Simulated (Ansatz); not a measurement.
## SiC, space group F-43m: a convergence test of the plane-wave cutoff, step by step

Computed with the Ansatz DFT code, driven from Python.

Interactive session:
```pycon
>>> from dataclasses import dataclass
>>> import warnings
>>> import ansatz as az
>>> import pandas as pd
>>> @dataclass
... class Options:
...     xc: str = "lda"
...
>>> settings = Options()
>>> warnings.simplefilter("ignore", az.DeckWarning)
>>> sic = (
...     az.Lattice.fcc(4.358)
...     .space_group(216)
...     .atom("Si", (0.0, 0.0, 0.0))
...     .atom("C", (0.25, 0.25, 0.75))
...     .primitive()
... )
>>> len(sic.resolved().sites)
2
>>> setup = (
...     sic.calculation()
...     .functional(settings.xc)
...     .kpoints(8)
...     .occupations(az.OccupationsMethod.FIXED)
...     .band_table()
... )
>>> rows = []
>>> for value in [250, 350, 450, 550, 650]:
...     rep = setup.basis(value).run(threads=1, pin="off").report
...     rows.append((value, rep["free_energy_ev"] / len(rep["lattice"]["sites"]), rep["n_iterations"], rep["gap_by_band_count_ev"], rep["n_pw"]))
...
>>> table = pd.DataFrame(rows, columns=["cutoff (eV)", "F/atom (eV)", "iterations", "gap by band count (eV)", "plane waves"])
>>> table.round(5)
   cutoff (eV)  F/atom (eV)  iterations  gap by band count (eV)  plane waves
0          250   -425.80384           6                 1.21137          169
1          350   -426.07660           6                 1.32001          331
2          450   -426.09853           6                 1.31630          459
3          550   -426.09909           6                 1.31632          609
4          650   -426.09937           6                 1.31637          749
>>> # the last row is the reference
>>> for row in rows[:-1]:
...     shift = 1000 * (row[1] - rows[-1][1])
...     print(f"{row[0]}: {shift:+.2f} meV/atom" + ("  (within 2 meV)" if abs(shift) < 2 else ""))
...
250: +295.53 meV/atom
350: +22.77 meV/atom
450: +0.84 meV/atom  (within 2 meV)
550: +0.28 meV/atom  (within 2 meV)
```

From 450 eV on it stays within 2 meV an atom of the value at 650 eV; the first row (250 eV) is off by 295.5 meV and the last but one by 0.28 meV. The energy falls steadily, as expected when plane waves are added.

Caveats:
- Semilocal gaps usually lie well under measured ones.
- The starting cell is as deposited in a crystallographic database; the results hold for this polymorph, which needn't be the stable one.
- Levels are Kohn-Sham eigenvalues on this mesh.
- Shifts are counted from the last row, which is itself no proven limit.
- The script silences the warnings on its input, which a real study should read.
- Wall time of the script: 3.9 s on 1 thread of Arm Neoverse V1 (shared host), peak memory 0.37 GiB.
